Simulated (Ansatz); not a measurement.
# GeSb2Te4: the cost of one run

Computed with Ansatz 0.2.0 (DFT PBE, scalar-relativistic, plane waves, PAW, unless a step's input says otherwise).

### 1 Starting point

Symmetry: I-4m2, No. 119, tetragonal system. The conventional cell has a = 6.119 Å, b = 6.119 Å, c = 12.103 Å, α = 90.00°, β = 90.00°, γ = 90.00°. Ge (site symmetry -4m2) is surrounded by 6 Te at 3.00 to 3.06 Å. Around Sb (site symmetry -4m2) lie 6 Te at 3.05 to 3.06 Å. Around Te (site symmetry 2mm) lie 3 Sb at 3.05 to 3.06 Å and 2 Ge at 3.06 Å. Te (site symmetry 2mm) is surrounded by 1 Ge at 3.00 Å and 3 Sb at 3.05 to 3.06 Å.

Coordinates:

```
CELL_PARAMETERS angstrom
12.23830 0.00000 0.00000
0.00000 12.23830 0.00000
-6.11915 -6.11915 12.10283
ATOMIC_POSITIONS crystal
Ge 0.00000 0.00000 0.00000
Ge 0.00000 0.00000 0.50000
Ge 0.50000 0.00000 0.50000
Ge 0.50000 0.00000 0.00000
Ge 0.00000 0.50000 0.50000
Ge 0.00000 0.50000 0.00000
Ge 0.50000 0.50000 0.00000
Ge 0.50000 0.50000 0.50000
Sb 0.25000 0.25000 0.50000
Sb 0.25000 0.25000 0.00000
Sb 0.75000 0.25000 0.00000
Sb 0.75000 0.25000 0.50000
Sb 0.25000 0.75000 0.00000
Sb 0.25000 0.75000 0.50000
Sb 0.75000 0.75000 0.50000
Sb 0.75000 0.75000 0.00000
Sb 0.37500 0.12500 0.25000
Sb 0.37500 0.12500 0.75000
Sb 0.87500 0.12500 0.75000
Sb 0.87500 0.12500 0.25000
Sb 0.37500 0.62500 0.75000
Sb 0.37500 0.62500 0.25000
Sb 0.87500 0.62500 0.25000
Sb 0.87500 0.62500 0.75000
Te 0.00081 0.25081 0.00162
Te 0.00081 0.25081 0.50162
Te 0.50081 0.25081 0.50162
Te 0.50081 0.25081 0.00162
Te 0.00081 0.75081 0.50162
Te 0.00081 0.75081 0.00162
Te 0.50081 0.75081 0.00162
Te 0.50081 0.75081 0.50162
Te 0.12408 0.12408 0.24816
Te 0.12408 0.12408 0.74816
Te 0.62408 0.12408 0.74816
Te 0.62408 0.12408 0.24816
Te 0.12408 0.62408 0.74816
Te 0.12408 0.62408 0.24816
Te 0.62408 0.62408 0.24816
Te 0.62408 0.62408 0.74816
Te 0.24919 0.49919 0.49838
Te 0.24919 0.49919 0.99838
Te 0.74919 0.49919 0.99838
Te 0.74919 0.49919 0.49838
Te 0.24919 0.99919 0.99838
Te 0.24919 0.99919 0.49838
Te 0.74919 0.99919 0.49838
Te 0.74919 0.99919 0.99838
Te 0.37592 0.37592 0.75184
Te 0.37592 0.37592 0.25184
Te 0.87592 0.37592 0.25184
Te 0.87592 0.37592 0.75184
Te 0.37592 0.87592 0.25184
Te 0.37592 0.87592 0.75184
Te 0.87592 0.87592 0.75184
Te 0.87592 0.87592 0.25184
```

The runs take a perfect supercell of 56 atoms; the defect goes to fractional position (0.000, 0.000, 0.000).

### 2 The perfect supercell

Contents of input.yaml:

```yaml
crystal:
  lattice:
    - [12.2383, 0.0, 0.0]
    - [0.0, 12.2383, 0.0]
    - [-6.11915, -6.11915, 12.10283]
  atoms:
    - { symbol: Ge, position: [0.0, 0.0, 0.0] }
    - { symbol: Ge, position: [0.0, 0.0, 0.5] }
    - { symbol: Ge, position: [0.5, 0.0, 0.5] }
    - { symbol: Ge, position: [0.5, 0.0, 0.0] }
    - { symbol: Ge, position: [0.0, 0.5, 0.5] }
    - { symbol: Ge, position: [0.0, 0.5, 0.0] }
    - { symbol: Ge, position: [0.5, 0.5, 0.0] }
    - { symbol: Ge, position: [0.5, 0.5, 0.5] }
    - { symbol: Sb, position: [0.25, 0.25, 0.5] }
    - { symbol: Sb, position: [0.25, 0.25, 0.0] }
    - { symbol: Sb, position: [0.75, 0.25, 0.0] }
    - { symbol: Sb, position: [0.75, 0.25, 0.5] }
    - { symbol: Sb, position: [0.25, 0.75, 0.0] }
    - { symbol: Sb, position: [0.25, 0.75, 0.5] }
    - { symbol: Sb, position: [0.75, 0.75, 0.5] }
    - { symbol: Sb, position: [0.75, 0.75, 0.0] }
    - { symbol: Sb, position: [0.375, 0.125, 0.25] }
    - { symbol: Sb, position: [0.375, 0.125, 0.75] }
    - { symbol: Sb, position: [0.875, 0.125, 0.75] }
    - { symbol: Sb, position: [0.875, 0.125, 0.25] }
    - { symbol: Sb, position: [0.375, 0.625, 0.75] }
    - { symbol: Sb, position: [0.375, 0.625, 0.25] }
    - { symbol: Sb, position: [0.875, 0.625, 0.25] }
    - { symbol: Sb, position: [0.875, 0.625, 0.75] }
    - { symbol: Te, position: [0.00081, 0.25081, 0.00162] }
    - { symbol: Te, position: [0.00081, 0.25081, 0.50162] }
    - { symbol: Te, position: [0.50081, 0.25081, 0.50162] }
    - { symbol: Te, position: [0.50081, 0.25081, 0.00162] }
    - { symbol: Te, position: [0.00081, 0.75081, 0.50162] }
    - { symbol: Te, position: [0.00081, 0.75081, 0.00162] }
    - { symbol: Te, position: [0.50081, 0.75081, 0.00162] }
    - { symbol: Te, position: [0.50081, 0.75081, 0.50162] }
    - { symbol: Te, position: [0.124081, 0.124081, 0.248162] }
    - { symbol: Te, position: [0.124081, 0.124081, 0.748162] }
    - { symbol: Te, position: [0.624081, 0.124081, 0.748162] }
    - { symbol: Te, position: [0.624081, 0.124081, 0.248162] }
    - { symbol: Te, position: [0.124081, 0.624081, 0.748162] }
    - { symbol: Te, position: [0.124081, 0.624081, 0.248162] }
    - { symbol: Te, position: [0.624081, 0.624081, 0.248162] }
    - { symbol: Te, position: [0.624081, 0.624081, 0.748162] }
    - { symbol: Te, position: [0.24919, 0.49919, 0.49838] }
    - { symbol: Te, position: [0.24919, 0.49919, 0.99838] }
    - { symbol: Te, position: [0.74919, 0.49919, 0.99838] }
    - { symbol: Te, position: [0.74919, 0.49919, 0.49838] }
    - { symbol: Te, position: [0.24919, 0.99919, 0.99838] }
    - { symbol: Te, position: [0.24919, 0.99919, 0.49838] }
    - { symbol: Te, position: [0.74919, 0.99919, 0.49838] }
    - { symbol: Te, position: [0.74919, 0.99919, 0.99838] }
    - { symbol: Te, position: [0.375919, 0.375919, 0.751838] }
    - { symbol: Te, position: [0.375919, 0.375919, 0.251838] }
    - { symbol: Te, position: [0.875919, 0.375919, 0.251838] }
    - { symbol: Te, position: [0.875919, 0.375919, 0.751838] }
    - { symbol: Te, position: [0.375919, 0.875919, 0.251838] }
    - { symbol: Te, position: [0.375919, 0.875919, 0.751838] }
    - { symbol: Te, position: [0.875919, 0.875919, 0.751838] }
    - { symbol: Te, position: [0.875919, 0.875919, 0.251838] }
basis:
  ecutwfc: 420
  fft_grid_basis: typed
kpoints:
  mp_grid: { grid: [1, 1, 1] }
hamiltonian:
  xc: pbe
  pseudopotentials: { kind: paw }
scf:
  occupations: { method: gaussian, width: 0.05 }
output:
  forces: true
  stress: false
  eigenvalues: true
  bader: false
  write_density: true
  volumetric_format: npy
```

Run with:

```console
ansatz run input.yaml --threads 8 --pin off --max-ram 16384MiB --backend cpu --events-out ev --progress --plain --runs-dir out
```

Q: Estimate wall time and peak memory on 8 threads of Arm Neoverse V1, shared host.

About 25 s, with a peak of 2.8 GiB.
